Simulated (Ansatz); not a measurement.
# BrCl: the cost of one run

All numbers are computed with the Python package of Ansatz 0.2.0. Level of theory: B3LYP/def2-SVP.

## 1. The system

Bond lengths: Br1–Cl2 2.085 Å.

The script holds or builds the structure itself.

## 2. Script

The input, brcl.py:

```python
import ansatz as az
from ase.data import atomic_masses, atomic_numbers
import matplotlib.pyplot as plt
import numpy as np

molecule = (
    az.Crystal.molecule()
    .atom("Br", (0.0, 0.0, 0.0))
    .atom("Cl", (0.0, 0.0, 2.085))
)

symbols = [site.symbol for site in molecule.cartesian_sites]
start = np.array([site.position_ang for site in molecule.cartesian_sites])
axis = (start[1] - start[0]) / np.linalg.norm(start[1] - start[0])
moving = [1]
lengths, energies = [1.835, 1.918, 2.002, 2.085, 2.168, 2.252, 2.335, 2.46], []
for length in lengths:
    xyz = start.copy()
    xyz[moving] += (length - np.linalg.norm(start[1] - start[0])) * axis
    point = az.Crystal.molecule()
    for symbol, xyz in zip(symbols, xyz):
        point = point.atom(symbol, xyz.tolist())
    base = (
        point.calculation()
        .basis(gaussian="def2-SVP")
        .functional("b3lyp")
    )
    rep = base.run().report
    energies.append(rep["free_energy_ev"])
    print(f"r = {length:6.3f} A  E = {energies[-1]:.5f} eV  <S^2> = {abs(rep['mean_field']['state']['spin_squared']):.3f}")

fit = np.polynomial.Polynomial.fit(lengths, np.array(energies) - min(energies), 4).convert()
roots = [r.real for r in fit.deriv().roots() if abs(r.imag) < 1e-9 and fit.deriv(2)(r.real) > 0]
r_e = min(roots, key=lambda r: abs(r - lengths[int(np.argmin(energies))]))
print(f"minimum of the fit at {r_e:.4f} A, force constant {fit.deriv(2)(r_e):.2f} eV/A^2")
m1, m2 = (atomic_masses[atomic_numbers[s]] for s in symbols)
mu = m1 * m2 / (m1 + m2)
print(f"harmonic wavenumber {521.4709 * np.sqrt(fit.deriv(2)(r_e) / mu):.0f} 1/cm, rotational constant {16.857629 / (mu * r_e ** 2):.4f} 1/cm")
plt.figure(figsize=(4.5, 3))
plt.plot(lengths, np.array(energies) - min(energies), "o-")
plt.xlabel("bond length (A)")
plt.ylabel("E - E(min) (eV)")
plt.tight_layout()
plt.savefig("scan.png", dpi=100)
```

## 3. Running it

On the command line:

```
> python brcl.py
```

Q: Estimate wall time and peak memory on 1 thread of Arm Neoverse V2, shared host.

About 7.1 s, with a peak of 0.2 GiB.
